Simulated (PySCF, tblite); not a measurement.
**C4H17NSi3: geometry, infrared bands and NMR shifts**

Aim: predict the infrared bands and NMR shifts of C4H17NSi3 (`CN[Si@H]([SiH2][SiH3])C(C)C`).

The runs use tblite 0.8.0 and PySCF 2.14.0, with density-fitted response routines of our own; the level of theory stands in each step. All values are computed, except where a source is named. Atoms are numbered from 0 throughout.

### 1 The molecule as given

25 atoms, charge 0, multiplicity 1; geometry from: force field or distance geometry start.

Bonds of the start (Å): C0–N1 1.44, N1–Si2 1.82, Si2–Si3 2.22, Si3–Si4 2.22, Si2–C5 1.87, C5–C6 1.50, C5–C7 1.49, C0–H8 1.12, C0–H9 1.12, C0–H10 1.13, N1–H11 1.03, Si2–H12 1.47, Si3–H13 1.47, Si3–H14 1.48, Si4–H15 1.48, Si4–H16 1.49, Si4–H17 1.45, C5–H18 1.12, C6–H19 1.12, C6–H20 1.11, C6–H21 1.12, C7–H22 1.10, C7–H23 1.12, C7–H24 1.12.

### 2 Geometry optimisation with GFN2-xTB

What the job is given:

```
{"job": {"kind": "relax", "xc": "GFN2-xTB", "basis": "xTB"}, "charge": 0, "multiplicity": 1}
C     -1.304000     2.924500     0.865100
N     -1.409700     1.767900     0.015300
Si    -0.256500     0.454900     0.524000
Si     1.520900     0.703900    -0.782700
Si     3.269700    -0.503900    -0.144900
C     -1.199600    -1.126500     0.188800
C     -0.594600    -2.321600     0.858900
C     -1.341100    -1.315700    -1.285800
H     -0.261100     3.309200     0.962000
H     -1.753800     2.659400     1.857900
H     -1.975400     3.698600     0.394500
H     -1.197600     1.987100    -0.973100
H      0.022400     0.608800     1.962100
H      1.169100     0.385200    -2.178200
H      1.906700     2.127800    -0.716400
H      3.311400    -1.792100    -0.864400
H      4.480700     0.234100    -0.592200
H      3.374400    -0.712700     1.290800
H     -2.216200    -0.977600     0.629700
H     -0.038700    -2.092900     1.798500
H      0.045200    -2.820600     0.108100
H     -1.443100    -3.014000     1.097600
H     -0.735200    -0.574600    -1.830700
H     -0.969800    -2.328400    -1.583400
H     -2.414900    -1.256500    -1.592500
```

Command:

```sh
OMP_NUM_THREADS=1 python probes_run.py task.json out
```

The driver reads the jobs from task.json and runs them one after another.

**Question.** This job is followed by: GFN2-xTB harmonic vibrations, gas phase; GIAO PBE0/pcSseg-1 NMR shielding, non-relativistic, gas phase. What will the session give for the following? strongest single infrared mode (GFN2-xTB); zero-point energy (GFN2-xTB); ¹³C shifts against TMS (PBE0/pcSseg-1); ¹H shifts against TMS (PBE0/pcSseg-1, means over atoms taken as alike); ¹⁵N shifts against NH3 (PBE0/pcSseg-1); ²⁹Si shifts against TMS (PBE0/pcSseg-1).

The runs gave:

| quantity | value |
| --- | --- |
| strongest single infrared mode (GFN2-xTB) | 2110 cm⁻¹, 580 km/mol |
| zero-point energy (GFN2-xTB) | 122.4 kcal/mol |
| ¹³C shifts against TMS (PBE0/pcSseg-1) | 32.9, 21.5, 20.8, 18.7 ppm |
| ¹H shifts against TMS (PBE0/pcSseg-1, means over atoms taken as alike) | 5.10, 3.43, 3.32, 3.14, 2.76, 1.23, 1.06, 1.02, -0.49 ppm |
| ¹⁵N shifts against NH3 (PBE0/pcSseg-1) | 15.9 ppm |
| ²⁹Si shifts against TMS (PBE0/pcSseg-1) | -7.2, -119.4, -151.6 ppm |

The optimisation took 141 steps and gained 1.096 eV; among the close pairs (by a distance rule), Si2–Si3 changed most, from 2.220 to 2.329 Å. The lowest mode is slightly imaginary (5i cm⁻¹), a soft motion within the noise of the Hessian, so the minimum is not strictly shown. The strongest single mode, at 2110 cm⁻¹, moves mainly H13 and H12. Unscaled tight-binding wavenumbers are off by several per cent, some by more. Its intensities can rank the bands wrongly. C0 (methyl carbon bonded to N) lies farthest downfield among carbon, at 32.9 ppm; deshielded by the electronegative neighbour. At PBE0/pcSseg-1: Shielding is most anisotropic at Si2 (span 106 ppm, paramagnetic term -527 ppm).
